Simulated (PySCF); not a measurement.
# C₂H₁₀BNSi: NMR shifts at several levels of theory, part 2 of 2

PySCF 2.14.0. Atoms count from 0.

### 8 NMR shieldings: wB97X-D/pcSseg-1

Job settings and geometry (Å):

```
{"job": {"kind": "nmr", "xc": "wB97X-D", "basis": "pcSseg-1", "pop": false}, "charge": 0, "multiplicity": 1}
C     -1.634685    -0.926993    -0.219974
Si    -0.178584     0.102782     0.411708
C     -0.557794     1.935033     0.132164
B      1.538214    -0.438461    -0.510892
N      2.621003    -0.939352     0.202090
H     -2.577243    -0.619397     0.260023
H     -1.749811    -0.800912    -1.308320
H     -1.486233    -1.999373    -0.019182
H     -0.057821    -0.124713     1.898972
H     -1.494202     2.225724     0.634162
H      0.248246     2.578758     0.516933
H     -0.670553     2.143365    -0.943769
H      1.665317    -0.342571    -1.716177
H      3.492509    -1.221936    -0.230418
H      2.614483    -1.058071     1.208057
```

Method: GIAO wB97X-D/pcSseg-1 NMR shielding, non-relativistic, gas phase.

The log of the run:

```text
coarse grid: 12144 points
cycle   1  E = -451.2273029853  dE =  1.609e-01  |g| = 3.780e-01  |ddm| = 3.159e+00
cycle   2  E = -451.2470712614  dE = -1.977e-02  |g| = 3.004e-01  |ddm| = 4.828e-01
cycle   3  E = -451.2662577909  dE = -1.919e-02  |g| = 4.344e-02  |ddm| = 1.855e-01
cycle   4  E = -451.2666802800  dE = -4.225e-04  |g| = 2.217e-02  |ddm| = 5.253e-02
cycle   5  E = -451.2667967173  dE = -1.164e-04  |g| = 3.156e-03  |ddm| = 2.298e-02
cycle   6  E = -451.2668000745  dE = -3.357e-06  |g| = 9.683e-04  |ddm| = 5.765e-03
final grid: 110264 points
cycle   7  E = -451.2971123791  dE = -1.203e-04  |g| = 6.707e-03  |ddm| = 3.194e-02
cycle   8  E = -451.2971137358  dE = -1.357e-06  |g| = 6.777e-03  |ddm| = 8.447e-03
cycle   9  E = -451.2971228415  dE = -9.106e-06  |g| = 5.133e-04  |ddm| = 3.393e-03
cycle  10  E = -451.2971229092  dE = -6.765e-08  |g| = 2.920e-04  |ddm| = 8.460e-04
cycle  11  E = -451.2971229327  dE = -2.356e-08  |g| = 5.019e-05  |ddm| = 3.536e-04
cycle  12  E = -451.2971229339  dE = -1.173e-09  |g| = 1.240e-05  |ddm| = 9.942e-05
cycle  13  E = -451.2971229340  dE = -1.330e-10  |g| = 2.852e-06  |ddm| = 4.148e-05
converged SCF energy = -451.2971229340

GIAO shielding tensors (ppm)
atom      isotropic    diamagn.    paramagn.     s11        s22        s33       span
  0 C      189.427     253.987     -64.560    186.438    187.852    193.992      7.554
  1 Si     390.180     881.451    -491.271    376.500    389.119    404.921     28.421
  2 C      189.416     253.799     -64.383    186.505    187.754    193.989      7.484
  3 B       54.421     201.615    -147.195      2.052     36.787    124.423    122.371
  4 N      133.842     316.338    -182.496     19.165    168.692    213.668    194.503
  5 H       31.170      30.299       0.871     26.843     28.618     38.049     11.206
  6 H       31.253      31.415      -0.162     27.129     28.823     37.806     10.676
  7 H       31.394      30.807       0.587     26.847     28.657     38.678     11.831
  8 H       27.692      30.905      -3.213     25.443     25.505     32.127      6.683
  9 H       31.162      30.165       0.997     26.846     28.589     38.052     11.206
 10 H       31.391      30.515       0.876     26.841     28.656     38.676     11.834
 11 H       31.258      31.264      -0.006     27.125     28.846     37.803     10.677
 12 H       25.919      31.471      -5.551     23.311     26.194     28.254      4.943
 13 H       26.466      28.176      -1.710     22.205     23.115     34.077     11.872
 14 H       26.704      31.652      -4.948     22.361     25.555     32.196      9.836
```

It took 16 s on 1 thread of Arm Neoverse V1, shared host; peak memory 0.75 GiB.

Key values: δ C0 -4.9, Si1 -37.3, B3 47.2, N4 130.1, H12 5.46, H13 4.80 ppm (means over like atoms).

### 9 Nuclear shieldings: LC-wPBE/pcSseg-1

Settings changed since step 8:

```diff
@@ -1,2 +1,2 @@
-{"job": {"kind": "nmr", "xc": "wB97X-D", "basis": "pcSseg-1", "pop": false}, "charge": 0, "multiplicity": 1}
+{"job": {"kind": "nmr", "xc": "LC-wPBE", "basis": "pcSseg-1", "pop": false}, "charge": 0, "multiplicity": 1}
 C     -1.634685    -0.926993    -0.219974
```

Method: GIAO LC-wPBE/pcSseg-1 NMR shielding, non-relativistic, gas phase.

The log of the run:

```text
coarse grid: 12144 points
cycle   1  E = -451.0893756703  dE =  2.163e-01  |g| = 3.448e-01  |ddm| = 3.135e+00
cycle   2  E = -451.1157700978  dE = -2.639e-02  |g| = 2.173e-01  |ddm| = 4.428e-01
cycle   3  E = -451.1252251728  dE = -9.455e-03  |g| = 5.129e-02  |ddm| = 1.473e-01
cycle   4  E = -451.1259148333  dE = -6.897e-04  |g| = 1.820e-02  |ddm| = 6.515e-02
cycle   5  E = -451.1259940226  dE = -7.919e-05  |g| = 3.003e-03  |ddm| = 2.100e-02
cycle   6  E = -451.1259976020  dE = -3.579e-06  |g| = 9.323e-04  |ddm| = 6.475e-03
final grid: 110264 points
cycle   7  E = -451.1596274225  dE = -3.799e-05  |g| = 6.457e-03  |ddm| = 2.122e-02
cycle   8  E = -451.1596302140  dE = -2.792e-06  |g| = 5.135e-03  |ddm| = 5.706e-03
cycle   9  E = -451.1596350011  dE = -4.787e-06  |g| = 5.506e-04  |ddm| = 2.624e-03
cycle  10  E = -451.1596350638  dE = -6.265e-08  |g| = 1.929e-04  |ddm| = 5.389e-04
cycle  11  E = -451.1596350703  dE = -6.532e-09  |g| = 5.006e-05  |ddm| = 2.991e-04
cycle  12  E = -451.1596350713  dE = -1.002e-09  |g| = 1.275e-05  |ddm| = 8.546e-05
cycle  13  E = -451.1596350714  dE = -1.354e-10  |g| = 2.364e-06  |ddm| = 4.616e-05
converged SCF energy = -451.1596350714

GIAO shielding tensors (ppm)
atom      isotropic    diamagn.    paramagn.     s11        s22        s33       span
  0 C      193.750     254.327     -60.577    190.653    192.169    198.428      7.775
  1 Si     396.398     881.133    -484.735    382.575    395.011    411.607     29.033
  2 C      193.739     254.141     -60.402    190.687    192.105    198.424      7.737
  3 B       51.361     201.942    -150.582     -4.810     30.361    128.530    133.340
  4 N      137.472     315.894    -178.422     18.643    172.475    221.297    202.653
  5 H       31.134      30.248       0.886     26.640     28.496     38.266     11.626
  6 H       31.199      31.323      -0.124     26.902     28.680     38.014     11.112
  7 H       31.368      30.737       0.631     26.665     28.521     38.918     12.252
  8 H       27.682      30.729      -3.048     25.382     25.414     32.249      6.868
  9 H       31.127      30.113       1.014     26.645     28.467     38.270     11.625
 10 H       31.364      30.445       0.919     26.660     28.518     38.915     12.255
 11 H       31.203      31.172       0.031     26.896     28.703     38.009     11.113
 12 H       25.701      31.407      -5.707     22.918     26.030     28.154      5.236
 13 H       26.397      28.241      -1.844     22.163     23.000     34.030     11.867
 14 H       26.603      31.579      -4.976     22.270     25.403     32.135      9.866
```

Wall time 23 s (1 thread of Arm Neoverse V1, shared host); peak memory 0.66 GiB.

Key values: δ C0 -5.2, Si1 -37.9, B3 49.8, N4 130.3, H12 5.63, H13 4.83 ppm (means over like atoms).

### 10 Shielding tensors: PBE0/6-31G

Settings changed since step 9:

```diff
@@ -1,2 +1,2 @@
-{"job": {"kind": "nmr", "xc": "LC-wPBE", "basis": "pcSseg-1", "pop": false}, "charge": 0, "multiplicity": 1}
+{"job": {"kind": "nmr", "xc": "PBE0", "basis": "6-31G", "pop": true}, "charge": 0, "multiplicity": 1}
 C     -1.634685    -0.926993    -0.219974
```

Method: GIAO PBE0/6-31G NMR shielding, non-relativistic, gas phase.

The log of the run:

```text
coarse grid: 12144 points
cycle   1  E = -450.9555955912  dE =  1.204e-01  |g| = 4.801e-01  |ddm| = 3.178e+00
cycle   2  E = -450.9458269536  dE =  9.769e-03  |g| = 5.218e-01  |ddm| = 8.705e-01
cycle   3  E = -451.0158480164  dE = -7.002e-02  |g| = 5.205e-02  |ddm| = 4.548e-01
cycle   4  E = -451.0165212618  dE = -6.732e-04  |g| = 2.096e-02  |ddm| = 6.785e-02
cycle   5  E = -451.0166281502  dE = -1.069e-04  |g| = 5.248e-03  |ddm| = 1.984e-02
cycle   6  E = -451.0166358010  dE = -7.651e-06  |g| = 8.834e-04  |ddm| = 6.710e-03
final grid: 110264 points
cycle   7  E = -450.9673655508  dE = -7.772e-06  |g| = 7.574e-03  |ddm| = 1.635e-02
cycle   8  E = -450.9673592804  dE =  6.270e-06  |g| = 9.265e-03  |ddm| = 1.353e-02
cycle   9  E = -450.9673802029  dE = -2.092e-05  |g| = 8.323e-04  |ddm| = 7.143e-03
cycle  10  E = -450.9673803949  dE = -1.920e-07  |g| = 1.429e-04  |ddm| = 8.276e-04
cycle  11  E = -450.9673803994  dE = -4.463e-09  |g| = 4.329e-05  |ddm| = 1.671e-04
cycle  12  E = -450.9673804000  dE = -5.901e-10  |g| = 5.847e-06  |ddm| = 6.610e-05
converged SCF energy = -450.9673804000

GIAO shielding tensors (ppm)
atom      isotropic    diamagn.    paramagn.     s11        s22        s33       span
  0 C      203.586     252.041     -48.455    200.960    202.598    207.201      6.241
  1 Si     473.431     882.561    -409.129    464.694    466.241    489.360     24.665
  2 C      203.591     251.924     -48.332    201.011    202.556    207.208      6.196
  3 B       70.923     197.816    -126.893     18.669     58.081    136.020    117.350
  4 N      148.939     322.540    -173.601     39.880    180.330    226.608    186.728
  5 H       32.457      30.388       2.069     27.683     29.763     39.926     12.243
  6 H       32.431      30.760       1.671     27.708     29.992     39.593     11.885
  7 H       32.597      30.449       2.148     27.530     29.771     40.491     12.961
  8 H       29.212      31.063      -1.851     26.596     26.813     34.227      7.631
  9 H       32.449      30.290       2.159     27.680     29.741     39.926     12.245
 10 H       32.594      30.298       2.296     27.533     29.765     40.484     12.951
 11 H       32.437      30.644       1.793     27.705     30.014     39.591     11.886
 12 H       26.242      30.983      -4.741     23.320     26.576     28.832      5.512
 13 H       27.767      29.049      -1.282     23.710     23.925     35.666     11.957
 14 H       27.960      31.011      -3.051     23.671     26.725     33.484      9.813
```

Wall time 6.8 s (1 thread of Arm Neoverse V1, shared host); peak memory 0.46 GiB.

This run: δ C0 -4.1, Si1 -28.7, B3 42.2, N4 111.8, H12 6.37, H13 4.75 ppm (means over like atoms).

### 11 NMR shieldings: PBE0/STO-3G

Settings changed since step 10:

```diff
@@ -1,2 +1,2 @@
-{"job": {"kind": "nmr", "xc": "PBE0", "basis": "6-31G", "pop": true}, "charge": 0, "multiplicity": 1}
+{"job": {"kind": "nmr", "xc": "PBE0", "basis": "STO-3G", "pop": true}, "charge": 0, "multiplicity": 1}
 C     -1.634685    -0.926993    -0.219974
```

Level: GIAO PBE0/STO-3G NMR shielding, non-relativistic, gas phase.

The log of the run:

```text
coarse grid: 12144 points
cycle   1  E = -445.7395540248  dE = -8.093e-02  |g| = 3.679e-01  |ddm| = 4.371e+00
cycle   2  E = -445.7491320950  dE = -9.578e-03  |g| = 3.353e-01  |ddm| = 8.841e-01
cycle   3  E = -445.7817890974  dE = -3.266e-02  |g| = 5.089e-02  |ddm| = 4.468e-01
cycle   4  E = -445.7826335418  dE = -8.444e-04  |g| = 1.365e-02  |ddm| = 8.290e-02
cycle   5  E = -445.7826907348  dE = -5.719e-05  |g| = 2.318e-03  |ddm| = 1.958e-02
cycle   6  E = -445.7826925797  dE = -1.845e-06  |g| = 4.000e-04  |ddm| = 4.113e-03
final grid: 110264 points
cycle   7  E = -445.7596502823  dE = -8.491e-06  |g| = 4.185e-03  |ddm| = 1.486e-02
cycle   8  E = -445.7596521270  dE = -1.845e-06  |g| = 3.529e-03  |ddm| = 1.048e-02
cycle   9  E = -445.7596559976  dE = -3.871e-06  |g| = 2.898e-04  |ddm| = 4.809e-03
cycle  10  E = -445.7596560281  dE = -3.050e-08  |g| = 7.148e-05  |ddm| = 5.006e-04
cycle  11  E = -445.7596560295  dE = -1.393e-09  |g| = 1.536e-05  |ddm| = 9.476e-05
cycle  12  E = -445.7596560296  dE = -8.106e-11  |g| = 3.066e-06  |ddm| = 2.521e-05
converged SCF energy = -445.7596560296

GIAO shielding tensors (ppm)
atom      isotropic    diamagn.    paramagn.     s11        s22        s33       span
  0 C      234.911     246.760     -11.849    229.645    236.748    238.338      8.693
  1 Si     556.385     872.090    -315.705    530.869    565.700    572.586     41.718
  2 C      234.927     246.486     -11.559    229.645    236.734    238.401      8.755
  3 B       75.482     200.527    -125.045     14.987     65.670    145.788    130.801
  4 N      226.640     311.687     -85.047    150.864    247.834    281.222    130.358
  5 H       32.668      30.624       2.045     27.198     29.685     41.121     13.923
  6 H       32.608      31.611       0.997     27.227     29.765     40.832     13.605
  7 H       32.866      31.046       1.819     27.364     29.664     41.570     14.206
  8 H       31.080      33.690      -2.610     27.789     28.211     37.238      9.449
  9 H       32.667      30.450       2.217     27.203     29.663     41.134     13.931
 10 H       32.866      30.713       2.153     27.376     29.658     41.565     14.190
 11 H       32.607      31.404       1.203     27.219     29.781     40.821     13.603
 12 H       27.470      32.636      -5.167     24.777     27.153     30.479      5.702
 13 H       27.777      28.386      -0.609     23.168     24.138     36.025     12.857
 14 H       27.949      30.411      -2.462     23.115     26.925     33.806     10.692
```

Wall time 3.6 s (1 thread of Arm Neoverse V1, shared host); peak memory 0.35 GiB.

This run: δ C0 -0.2, Si1 -38.8, B3 53.3, N4 68.1, H12 5.14, H13 4.74 ppm (means over like atoms).

### 12 Comparing the runs: NMR shifts

Shifts (ppm) of some atoms, chosen among heavy atoms and hydrogens apart, means over like atoms, with basis size and wall time:

```csv
run,C0,H12,H13,H8,Si1,B3,N4,functions,time
PBE0/pcSseg-1,-4.8,5.58,4.94,3.71,-36.8,47.9,136.3,142,12 s
mPW1PW91/pcSseg-1,-4.7,5.54,4.91,3.68,-36.3,47.9,134.8,142,12 s
WP04/pcSseg-1,-3.4,4.84,4.55,3.08,-31.2,48.0,118.1,142,12 s
B97-2/pcSseg-1,-4.4,5.44,4.84,3.61,-35.2,46.0,130.0,142,12 s
BHandHLYP/pcSseg-1,-4.6,5.35,4.69,3.53,-34.1,50.6,129.2,142,11 s
CAM-B3LYP/pcSseg-1,-5.0,5.46,4.82,3.62,-36.2,50.5,136.0,142,16 s
wB97X-D/pcSseg-1,-4.9,5.46,4.80,3.69,-37.3,47.2,130.1,142,16 s
LC-wPBE/pcSseg-1,-5.2,5.63,4.83,3.64,-37.9,49.8,130.3,142,23 s
PBE0/6-31G,-4.1,6.37,4.75,3.40,-28.7,42.2,111.8,69,6.8 s
PBE0/STO-3G,-0.2,5.14,4.74,1.53,-38.8,53.3,68.1,39,3.6 s
```

### 13 What came out

What follows sums up all 2 parts.

```
                                                               quantity                                             value
13C shifts against TMS (PBE0/pcSseg-1, means over atoms taken as alike)                                          -4.8 ppm
 1H shifts against TMS (PBE0/pcSseg-1, means over atoms taken as alike)                        5.58, 4.94, 3.71, 0.13 ppm
                                29Si shifts against TMS (PBE0/pcSseg-1)                                         -36.8 ppm
                            11B shifts against BF3·OEt2 (PBE0/pcSseg-1)                                          47.9 ppm
                                 15N shifts against NH3 (PBE0/pcSseg-1)                                         136.3 ppm
                         range of the shift of N4 (minimal bases aside)                                111.8 to 136.3 ppm
                                          property runs in this session  10, of which 0 failed and 1 gave unsound results
```

In words: Single values in the summary come from the first sound run of each kind (PBE0/pcSseg-1), which need not be the best level. At PBE0/pcSseg-1: The largest span, 201 ppm, is at N4, where the paramagnetic term is -187 ppm. Leaving out the minimal-basis runs, which are unusable for shieldings: In ppm, N4 moves most: its shift spreads over 24.5 ppm, from 111.8 (PBE0/6-31G) to 136.3 (PBE0/pcSseg-1).
